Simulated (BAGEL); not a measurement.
# HF/STO-3G (density fitting with qzvpp-jkfit) run of CH6B2O (SMILES BB(C)O)

What is the vertical ionisation energy of CH6B2O at HF/STO-3G (density fitting with qzvpp-jkfit)? 

The results are computed with BAGEL 1.2.2.

## 1. The molecule

CH6B2O: 10 atoms, total charge 0, spin state singlet. SMILES: `BB(C)O`. Geometry: relaxed at PBE0-D4/def2-TZVP. This is one conformer, not always the lowest.

Bond lengths: B1–B2 1.681 Å, B2–C3 1.575 Å, B2–O4 1.367 Å, B1–H5 1.201 Å, B1–H6 1.200 Å, C3–H7 1.093 Å, C3–H8 1.094 Å, C3–H9 1.097 Å, O4–H10 0.959 Å. Some angles: B1–B2–C3 118.7°, B1–B2–O4 125.5°, C3–B2–O4 115.8°, B2–B1–H5 121.9°, B2–B1–H6 122.5°, B2–C3–H7 113.8°, B2–C3–H8 111.5°, B2–C3–H9 108.5°, B2–O4–H10 114.4°, H5–B1–H6 115.4°.

## 2. A single-point energy at HF/STO-3G (density fitting with qzvpp-jkfit)

The input, input.json:

```json
{ "bagel": [

{
  "title": "molecule",
  "basis": "sto-3g",
  "df_basis": "qzvpp-jkfit",
  "angstrom": true,
  "geometry": [
    { "atom": "B", "xyz": [      -1.157400,       0.826800,      -0.622100 ] },
    { "atom": "B", "xyz": [       0.289400,       0.045900,      -0.271000 ] },
    { "atom": "C", "xyz": [       0.377300,      -0.834700,       1.032200 ] },
    { "atom": "O", "xyz": [       1.432600,       0.117800,      -1.017900 ] },
    { "atom": "H", "xyz": [      -2.010400,       0.312100,      -1.292200 ] },
    { "atom": "H", "xyz": [      -1.440400,       1.898900,      -0.162200 ] },
    { "atom": "H", "xyz": [      -0.546500,      -1.371000,       1.265900 ] },
    { "atom": "H", "xyz": [       1.200400,      -1.552500,       0.975700 ] },
    { "atom": "H", "xyz": [       0.572700,      -0.174500,       1.886700 ] },
    { "atom": "H", "xyz": [       1.365300,       0.679800,      -1.792300 ] }
  ]
},

{ "title": "hf" },

{ "title": "print", "file": "orbitals.molden", "orbitals": true }

]}
```

On the command line:

```console
$ BAGEL_NUM_THREADS=1 BAGEL input.json > input.out
```

Standard output:

```text
* using 1 threads per process

  ===============================================================
  ===============================================================

  *** Geometry ***

  { "atom" : "B", "xyz" : [     -2.187169,      1.562426,     -1.175599 ] },
  { "atom" : "B", "xyz" : [      0.546887,      0.086738,     -0.512116 ] },
  { "atom" : "C", "xyz" : [      0.712994,     -1.577354,      1.950575 ] },
  { "atom" : "O", "xyz" : [      2.707222,      0.222610,     -1.923552 ] },
  { "atom" : "H", "xyz" : [     -3.799105,      0.589784,     -2.441904 ] },
  { "atom" : "H", "xyz" : [     -2.721962,      3.588401,     -0.306514 ] },
  { "atom" : "H", "xyz" : [     -1.032735,     -2.590815,      2.392204 ] },
  { "atom" : "H", "xyz" : [      2.268427,     -2.933800,      1.843806 ] },
  { "atom" : "H", "xyz" : [      1.082246,     -0.329757,      3.565346 ] },
  { "atom" : "H", "xyz" : [      2.580043,      1.284636,     -3.386956 ] },

  Number of auxiliary basis functions:      410

  Since a DF basis is specified, we compute 2- and 3-index integrals:
    o Being stored without compression. Storage requirement is 0.002 GB

  Number of basis functions:       26
  Number of electrons      :       30

    * METHOD: MOLECULE                             0.11

  *** RHF ***

  === Nuclear Repulsion ===
    97.1425843936

      * DIIS with orbital gradients will be used.

  === RHF iteration (sto-3g) ===
      0       -163.43510492          0.01673051           0.01
      1       -163.50009459          0.00566532           0.01
      2       -163.50639544          0.00133731           0.01
      3       -163.50695024          0.00009860           0.01
      4       -163.50695315          0.00003458           0.01
      5       -163.50695357          0.00001161           0.01
      6       -163.50695362          0.00000482           0.01
      7       -163.50695363          0.00000103           0.01
      8       -163.50695363          0.00000029           0.01
      9       -163.50695363          0.00000011           0.01
     10       -163.50695363          0.00000003           0.01
     11       -163.50695363          0.00000001           0.01
    * SCF iteration converged.

    * Permanent dipole moment:
           (    0.076384,    -0.306587,     0.356329) a.u.

    * METHOD: HF                                   0.16

    * METHOD: PRINT                                0.00

  ===============================================================
```

Wall time 0.42 s (1 thread of Arm Neoverse V2, shared host); peak memory 0.082 GiB.

## 3. The doublet cation at the same level

input.json, as its differences from that of step 2:

```diff
@@ -21,3 +21,3 @@
 
-{ "title": "hf" },
+{ "title": "uhf", "charge": 1, "nopen": 1 },
```

On the command line:

```console
$ BAGEL_NUM_THREADS=1 BAGEL input.json > input.out
```

Standard output:

```text
* using 1 threads per process

  ===============================================================
  ===============================================================

  *** Geometry ***

  { "atom" : "B", "xyz" : [     -2.187169,      1.562426,     -1.175599 ] },
  { "atom" : "B", "xyz" : [      0.546887,      0.086738,     -0.512116 ] },
  { "atom" : "C", "xyz" : [      0.712994,     -1.577354,      1.950575 ] },
  { "atom" : "O", "xyz" : [      2.707222,      0.222610,     -1.923552 ] },
  { "atom" : "H", "xyz" : [     -3.799105,      0.589784,     -2.441904 ] },
  { "atom" : "H", "xyz" : [     -2.721962,      3.588401,     -0.306514 ] },
  { "atom" : "H", "xyz" : [     -1.032735,     -2.590815,      2.392204 ] },
  { "atom" : "H", "xyz" : [      2.268427,     -2.933800,      1.843806 ] },
  { "atom" : "H", "xyz" : [      1.082246,     -0.329757,      3.565346 ] },
  { "atom" : "H", "xyz" : [      2.580043,      1.284636,     -3.386956 ] },

  Number of auxiliary basis functions:      410

  Since a DF basis is specified, we compute 2- and 3-index integrals:
    o Being stored without compression. Storage requirement is 0.002 GB

  Number of basis functions:       26
  Number of electrons      :       30

    * METHOD: MOLECULE                             0.11

  *** Open-shell HF ***

  === Nuclear Repulsion ===
    97.1425843936

      * DIIS with orbital gradients will be used.

  === UHF iteration (sto-3g) ===
      0       -163.09160220          0.04129335           0.02
      1       -163.17696687          0.02373272           0.02
      2       -163.19449325          0.01209152           0.02
      3       -163.20101092          0.00166351           0.02
      4       -163.20158794          0.00085938           0.02
      5       -163.20190426          0.00067954           0.02
      6       -163.20218424          0.00057303           0.02
      7       -163.20263879          0.00040820           0.02
      8       -163.20283776          0.00022971           0.02
      9       -163.20294484          0.00019754           0.02
     10       -163.20297708          0.00011126           0.02
     11       -163.20298593          0.00004277           0.02
     12       -163.20298826          0.00003996           0.02
     13       -163.20298944          0.00001760           0.02
     14       -163.20298955          0.00000878           0.02
     15       -163.20298962          0.00000752           0.02
     16       -163.20298966          0.00000670           0.02
     17       -163.20298972          0.00000490           0.02
     18       -163.20298977          0.00000277           0.02
     19       -163.20298979          0.00000160           0.02
     20       -163.20298979          0.00000096           0.02
     21       -163.20298979          0.00000039           0.02
     22       -163.20298979          0.00000020           0.02
     23       -163.20298979          0.00000010           0.02
     24       -163.20298979          0.00000006           0.02
     25       -163.20298979          0.00000005           0.02
     26       -163.20298979          0.00000004           0.02
     27       -163.20298979          0.00000003           0.02
     28       -163.20298979          0.00000002           0.02
     29       -163.20298979          0.00000002           0.02
     30       -163.20298979          0.00000001           0.02
     31       -163.20298979          0.00000001           0.02
     32       -163.20298979          0.00000001           0.02
     33       -163.20298979          0.00000001           0.02
    * SCF iteration converged.

    * S^2 (UHF) is 0.7685

    * Permanent dipole moment:
           (    0.157708,    -0.633912,     0.791578) a.u.

    * METHOD: UHF                                  0.64

    * METHOD: PRINT                                0.00

  ===============================================================
```

Wall time 0.92 s (1 thread of Arm Neoverse V2, shared host); peak memory 0.082 GiB.

## 4. What came out

At HF/STO-3G (density fitting with qzvpp-jkfit):

```
                                          quantity          value
                      singlet CH6B2O: total energy  -163.50695 Eh
                     singlet CH6B2O: dipole moment         1.21 D
                       singlet CH6B2O: HOMO energy       -9.10 eV
                       singlet CH6B2O: LUMO energy        6.66 eV
                     singlet CH6B2O: HOMO–LUMO gap       15.76 eV
                      doublet cation: total energy  -163.20299 Eh
                              doublet cation: ⟨S²⟩          0.768
vertical ionisation energy (to the doublet cation)       8.271 eV
```

What this shows: Removing an electron at fixed nuclei costs 8.27 eV (191 kcal/mol). The negative HOMO energy of the first species, 9.10 eV, lies 0.83 eV above that difference. In a minimal basis such a difference can be off by several eV, whatever the method.
